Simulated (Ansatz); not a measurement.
# CH3AlBrCl: basis-set convergence

The task here is to estimate one member of a computed series from the others.

The runs use Ansatz 0.2.0, Gaussian basis; one geometry, several basis sets.

Plan: PBE0-D4/def2-SVP; ωB97M-V/def2-SVP; PBE0-D4/def2-QZVPP; ωB97M-V/def2-QZVPP; the functionals' def2-TZVPP values are taken from earlier runs.

### The relaxed structure

All runs share one geometry, relaxed beforehand with PBE0-D4 in a triple-zeta def2 set.

7 atoms, charge 0, spin multiplicity 1.

Atoms are counted from 1 here; the program's logs count them from 0.

Bond lengths: Cl1–Al2 2.100 Å, Al2–C3 1.947 Å, Al2–Br4 2.630 Å, Al2–H5 1.570 Å, C3–Br4 2.010 Å, C3–H6 1.087 Å, C3–H7 1.087 Å. Angles: Cl1–Al2–C3 116.9°, Cl1–Al2–Br4 111.6°, Cl1–Al2–H5 120.5°, C3–Al2–Br4 49.4°, C3–Al2–H5 122.4°, Br4–Al2–H5 109.5°, Al2–C3–Br4 83.3°, Al2–C3–H6 121.1°, Al2–C3–H7 122.1°, Br4–C3–H6 105.3°, Br4–C3–H7 105.2°, H6–C3–H7 111.6°, Al2–Br4–C3 47.3°.

Set-up of the first run:

Contents of in.yaml:

```yaml
crystal:
  periodic: [false, false, false]
  atoms:
    - {symbol: Cl, position_ang: [-2.603596, 0.099444, 0.496103]}
    - {symbol: Al, position_ang: [-0.730853, 0.605971, -0.308349]}
    - {symbol: C, position_ang: [0.827919, -0.251827, 0.483140]}
    - {symbol: Br, position_ang: [0.610521, -1.529263, -1.053973]}
    - {symbol: H, position_ang: [-0.611536, 1.712272, -1.415853]}
    - {symbol: H, position_ang: [0.739797, -0.862055, 1.377931]}
    - {symbol: H, position_ang: [1.828948, 0.157358, 0.375300]}
basis:
  gaussian: {orbitals: def2-SVP}
hamiltonian: {xc: pbe0, dispersion: d4}
output: {orbitals: {seedname: orbitals}}
```

Run with:

```
$ ansatz run in.yaml --threads 2 --pin off --events-out ev --progress --plain --max-ram 4352MiB
```

Among the steps run: PBE0-D4 in def2-SVP; ωB97M-V in def2-SVP; PBE0-D4 in def2-QZVPP; ωB97M-V in def2-QZVPP.

One table of the session follows, with a row left open; its other results are not shown here.

It belongs to the step «Functionals by basis». 

```
functional       basis  HOMO (eV)
   PBE0-D4    def2-SVP      -8.11
   PBE0-D4  def2-TZVPP      -8.15
   PBE0-D4  def2-QZVPP      -8.16
   ωB97M-V    def2-SVP     -10.26
   ωB97M-V  def2-TZVPP     -10.33
   ωB97M-V  def2-QZVPP          ?
```

**Question.** Estimate the row for ωB97M-V, def2-QZVPP.

**Answer.** HOMO (eV): -10.35. In the column «HOMO (eV)» it is the lowest.
